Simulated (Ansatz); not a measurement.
# SnS (SMILES [S][Sn]) at 6 levels

Aim: a comparison of 6 runs (HF/STO-3G, UHF/STO-3G, BHLYP/STO-3G, BLYP/STO-3G, PBE/STO-3G, FCI/STO-3G) of SnS. 

Program for the calculation: Ansatz 0.2.0.

53 further runs of the same task are left out: 19 that didn't finish, 34 set aside as unsound or not needed.

## (1) The structure to begin with

SnS: 2 atoms, total charge 0, spin state singlet. As SMILES, `[S][Sn]`. The Sn2–S1 distance was set to 3.314 Å, away from the relaxed value.

Bond lengths: S1–Sn2 3.314 Å.

## (2) The energy at HF/STO-3G (run 1)

in.yaml reads:

```yaml
crystal:
  periodic: [false, false, false]
  atoms:
    - {symbol: S, position_ang: [0.000000, 0.000000, -1.104474]}
    - {symbol: Sn, position_ang: [0.000000, 0.000000, 2.209026]}
basis:
  gaussian:
    orbitals: STO-3G
hamiltonian:
  xc: hf
accuracy: high
```

Run with:

```
$ ansatz run in.yaml --threads 1 --pin off --max-ram 2610MiB --events-out events.jsonl --progress --plain --runs-dir runs
```

What it wrote:

```text
Warning: RAYON_NUM_THREADS=1 ignored (pool sized by the plan → 1); use --threads N
Functional definition: HF
  name "HF"
  exchange = exact_x
  correlation = 0
606 factors; integrals over basis functions are off by at most 8.6e-9 eV
mean field evaluation 1: about -172944.8681 eV, gradient 2.5e1 eV
mean field evaluation 2: about -172944.8902 eV, gradient 2.5e1 eV
mean field evaluation 4: about -172950.2480 eV, gradient 2.8e1 eV
mean field evaluation 8: about -172957.3664 eV, gradient 2.0e1 eV
mean field evaluation 16: about -172961.4824 eV, gradient 2.0e-8 eV
mean field evaluation 32: about -172960.7233 eV, gradient 1.0e0 eV
mean field evaluation 64: about -172960.6092 eV, gradient 3.1e-1 eV
mean field evaluation 96: about -172961.4824 eV, gradient 1.1e-8 eV
mean field -172961.48237737 eV, -6356.2172398649 hartree, gradient 8.9e-9 eV, S^2 0.000000; 3 other end points of the search recorded, 0 dependent functions left out
reference -172961.48237737 eV, -6356.2172398649 hartree; 33, 33 occupied and 3, 3 virtual orbitals, 606 factors
Total energy: -172961.48237737 eV, -6356.2172398649 hartree
```

It took 1.3 s on 1 thread of Arm Neoverse V1, shared host.

## (3) A single-point energy at UHF/STO-3G (run 2)

job.yaml reads:

```yaml
crystal:
  periodic: [false, false, false]
  atoms:
    - {symbol: S, position_ang: [0.000000, 0.000000, -1.104474]}
    - {symbol: Sn, position_ang: [0.000000, 0.000000, 2.209026]}
basis:
  gaussian: {orbitals: STO-3G}
hamiltonian: {xc: hf}
magnetization: {spin_polarized: true}
accuracy: high
```

Run with:

```
$ ansatz run job.yaml --threads 1 --pin off --max-ram 2610MiB --events-out events.jsonl --progress --plain --runs-dir runs
```

What it wrote, cut to the lines that bear on the results:

```text
Warning: RAYON_NUM_THREADS=1 ignored (pool sized by the plan → 1); use --threads N
Functional definition: HF
  name "HF"
[...]
606 factors; integrals over basis functions are off by at most 8.6e-9 eV
[...]
mean field -172965.07145788 eV, -6356.3491361409 hartree, gradient 1.5e-8 eV, S^2 1.993488; 10 other end points of the search recorded, 0 dependent functions left out
reference -172965.07145788 eV, -6356.3491361409 hartree; 33, 33 occupied and 3, 3 virtual orbitals, 606 factors
Total energy: -172965.07145788 eV, -6356.3491361409 hartree
```

Wall time 5.1 s (1 thread of Arm Neoverse V1, shared host); peak memory 0.12 GiB.

Runs 3 to 5 aren't shown in full; the table further down has their settings and results.

## (4) The energy at FCI/STO-3G (run 6)

job.yaml: that of step 3 with these lines changed.

```diff
@@ -6,5 +6,7 @@
 basis:
-  gaussian: {orbitals: STO-3G}
-hamiltonian: {xc: hf}
-magnetization: {spin_polarized: true}
+  gaussian:
+    orbitals: STO-3G
+correlation:
+  method: fci
+  frozen_orbitals: {S: 5, Sn: 18}
 accuracy: high
```

Run with:

```
$ ansatz run job.yaml --threads 1 --pin off --max-ram 2610MiB --events-out events.jsonl --progress --plain --runs-dir runs
```

What it wrote, cut to the lines that bear on the results:

```text
Warning: RAYON_NUM_THREADS=1 ignored (pool sized by the plan → 1); use --threads N
Functional definition: HF
  name "HF"
[...]
606 factors; integrals over basis functions are off by at most 8.6e-9 eV
[...]
mean field -172961.48237737 eV, -6356.2172398649 hartree, gradient 8.9e-9 eV, S^2 0.000000; 11 other end points of the search recorded, 0 dependent functions left out; unrestricted orbitals would lower it
determinant -172961.48237737 eV, -6356.2172398649 hartree, with singles and doubles -172962.63398081 eV, -6356.2595605108 hartree
determinant -172960.61385042 eV, -6356.1853220883 hartree, with singles and doubles -172961.67786001 eV, -6356.2244237194 hartree
determinant -172960.32828822 eV, -6356.1748278709 hartree, with singles and doubles -172961.91559307 eV, -6356.2331602482 hartree
unrestricted determinant -172963.77042210 eV, -6356.3013239579 hartree, S^2 1.6928
23 core orbitals not correlated: weight in the atoms' cores, before any rotation towards them, 1.000 or more for the frozen orbitals, at most 0.000 for the correlated occupied ones
reference -172961.48237737 eV, -6356.2172398649 hartree; 10, 10 occupied and 3, 3 virtual orbitals, 606 factors
state -172966.00003725 eV, -6356.3832608032 hartree
Total energy: -172966.00003725 eV, -6356.3832608032 hartree
```

Run time: 3.9 s. Hardware: 1 thread of Arm Neoverse V1, shared host; peak memory 0.11 GiB.

## (5) Overview of the runs

```csv
run,level,frozen core orbitals,energy (Eh),wall time
1,HF/STO-3G,–,-6356.217240,1.3 s
2,UHF/STO-3G,–,-6356.349136,5.1 s
3,BHLYP/STO-3G,–,-6359.022381,2.3 s
4,BLYP/STO-3G,–,-6358.724999,6.6 s
5,PBE/STO-3G,–,-6358.102892,6.3 s
6,FCI/STO-3G,23,-6356.383261,3.9 s
```

## (6) What came out

```
                                           quantity           value
                                run 6: total energy  -6356.38326 Eh
run 6: correlation energy (23 core orbitals frozen)      -166.0 mEh
```

What this shows: Against full CI in this basis: HF +166.0 mEh; UHF +34.1 mEh. Totals of different functionals can't be ranked against each other. In runs 1, 2, 3, 4, 5, 6 the basis is minimal, so the values are rough. In runs 1, 2, 3, 4, 5, 6 relativity is left out where basis or elements ask for it. Spin contamination of the reference: run 2 ⟨S²⟩ = 1.99. Where it is this large, the reference is a mixture of spin states, and values that rest on it are in doubt. All runs together took 26 s, the longest 6.6 s.
